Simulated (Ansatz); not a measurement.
# TiTe2: the cost of one run

Method: DFT PBE+D3(BJ), scalar-relativistic, plane waves, PAW, in Ansatz 0.2.0.

3 further runs of the same task are left out: 1 that didn't finish, 2 set aside as unsound or not needed.

**1. The structure to begin with**

Symmetry: P-3m1, No. 164, trigonal system. Conventional cell: a = 3.696 Å, b = 3.696 Å, c = 6.384 Å, α = 90.00°, β = 90.00°, γ = 120.00°. Ti (site symmetry -3m) has 6 Te at 2.75 Å as nearest neighbours. Te (site symmetry 3m) is surrounded by 3 Ti at 2.75 Å.

Structure file:

```
CELL_PARAMETERS angstrom
3.69602 0.00000 0.00000
-1.84801 3.20084 0.00000
0.00000 0.00000 6.38387
ATOMIC_POSITIONS crystal
Ti 0.00000 0.00000 0.00000
Te 0.66667 0.33333 0.27121
Te 0.33333 0.66667 0.72879
```

This cell was relaxed beforehand with the same method: volume 25.17 Å³/atom, gap on the mesh none (metal).

**2. Bands, states and charges**

input.yaml

```yaml
crystal:
  lattice:
    - [3.6960163674, 0.0, 0.0]
    - [-1.8480081837, 3.200844067, 0.0]
    - [0.0, 0.0, 6.3838697887]
  atoms:
    - { symbol: Ti, position: [0.0, 0.0, 0.0] }
    - { symbol: Te, position: [0.6666666667, 0.3333333333, 0.2712099107] }
    - { symbol: Te, position: [0.3333333333, 0.6666666667, 0.7287900893] }
basis:
  ecutwfc: 420
kpoints:
  mp_grid: { grid: [12, 12, 8] }
  band_path:
    path:
      - [[0.0, 0.0, 0.0], [0.5, 0.0, 0.0], [0.33333333, 0.33333333, 0.0], [0.0, 0.0, 0.0], [0.0, 0.0, 0.5], [0.5, 0.0, 0.5], [0.33333333, 0.33333333, 0.5], [0.0, 0.0, 0.5]]
      - [[0.5, 0.0, 0.5], [0.5, 0.0, 0.0]]
      - [[0.33333333, 0.33333333, 0.5], [0.33333333, 0.33333333, 0.0]]
    npoints: 14
hamiltonian:
  xc: pbe
  dispersion: d3bj
scf:
  occupations: { method: gaussian, width: 0.1 }
  n_extra_bands: 7
output:
  forces: true
  stress: true
  eigenvalues: true
  populations: true
  dos: { projected: true, de: 0.02, nscf_kmesh: { grid: [18, 18, 12] } }
  bader: true
  write_density: true
  write_potential: true
  elf: true
  volumetric_format: npy
```

The run is started by

```sh
$ ansatz run input.yaml --threads 1 --pin off --max-ram 2560MiB --backend cpu --events-out ev --progress --plain --runs-dir out
```

Q: Estimate wall time and peak memory on 1 thread of Arm Neoverse V1, shared host.

About 71 s, with a peak of 0.71 GiB.
